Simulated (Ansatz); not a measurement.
**CH7GaGe: basis-set convergence**

One table from this session's results is given with a row withheld; the runs are named, their logs left out.

Computed with Ansatz 0.2.0, Gaussian basis. Level: one geometry, several basis sets.

The runs, in order: PBE0-D4/def2-SVP; ωB97M-V/def2-SVP; PBE0-D4/def2-QZVPP; ωB97M-V/def2-QZVPP; the functionals' def2-TZVPP values are taken from earlier runs.

## The relaxed structure

An earlier PBE0-D4 in a triple-zeta def2 set relaxation fixed the geometry.

SMILES `[GaH2][CH2][GeH3]`, 10 atoms, charge 0, spin multiplicity 1.

Atoms are counted from 1 here; the program's logs count them from 0.

Bond lengths: Ga1–C2 1.962 Å, Ga1–H4 1.571 Å, Ga1–H5 1.571 Å, C2–Ge3 1.959 Å, C2–H6 1.093 Å, C2–H7 1.093 Å, Ge3–H8 1.541 Å, Ge3–H9 1.541 Å, Ge3–H10 1.540 Å. Angles: C2–Ga1–H4 119.8°, C2–Ga1–H5 119.8°, H4–Ga1–H5 120.3°, Ga1–C2–Ge3 112.4°, Ga1–C2–H6 110.6°, Ga1–C2–H7 110.6°, Ge3–C2–H6 107.1°, Ge3–C2–H7 107.1°, H6–C2–H7 108.9°, C2–Ge3–H8 110.3°, C2–Ge3–H9 110.3°, C2–Ge3–H10 111.0°, H8–Ge3–H9 108.1°, H8–Ge3–H10 108.5°, H9–Ge3–H10 108.5°.

The first run:

File in.yaml:

```yaml
crystal:
  periodic: [false, false, false]
  atoms:
    - {symbol: Ga, position_ang: [-1.378786, 0.586299, -1.044345]}
    - {symbol: C, position_ang: [0.506083, 0.406007, -0.529100]}
    - {symbol: Ge, position_ang: [0.737450, -0.674312, 1.088239]}
    - {symbol: H, position_ang: [-2.034031, -0.478721, -1.995507]}
    - {symbol: H, position_ang: [-2.234676, 1.773380, -0.472616]}
    - {symbol: H, position_ang: [0.944255, 1.386334, -0.326672]}
    - {symbol: H, position_ang: [1.077252, -0.079250, -1.324139]}
    - {symbol: H, position_ang: [0.173104, -2.091313, 0.869538]}
    - {symbol: H, position_ang: [-0.016677, -0.035329, 2.270231]}
    - {symbol: H, position_ang: [2.226025, -0.793084, 1.464391]}
basis:
  gaussian: {orbitals: def2-SVP}
hamiltonian: {xc: pbe0, dispersion: d4}
output: {orbitals: {seedname: orbitals}}
```

On the command line:

```bash
> ansatz run in.yaml --threads 4 --pin off --events-out ev --progress --plain --max-ram 10444MiB
```

Steps of the session up to this table: PBE0-D4 in def2-SVP; ωB97M-V in def2-SVP; PBE0-D4 in def2-QZVPP; ωB97M-V in def2-QZVPP.

One of the session's tables, all rows but one given; the rest of the session is left out.

It belongs to the step «Density functionals: the series». 

```
functional       basis  HOMO (eV)  LUMO (eV)
   PBE0-D4    def2-SVP      -7.93      -1.51
   PBE0-D4  def2-TZVPP          ?          ?
   PBE0-D4  def2-QZVPP      -7.93      -1.57
   ωB97M-V    def2-SVP     -10.05       0.20
   ωB97M-V  def2-TZVPP     -10.08       0.12
   ωB97M-V  def2-QZVPP     -10.08      -0.04
```

Estimate the missing values for PBE0-D4, def2-TZVPP.

As computed: HOMO (eV): -7.93; LUMO (eV): -1.54.
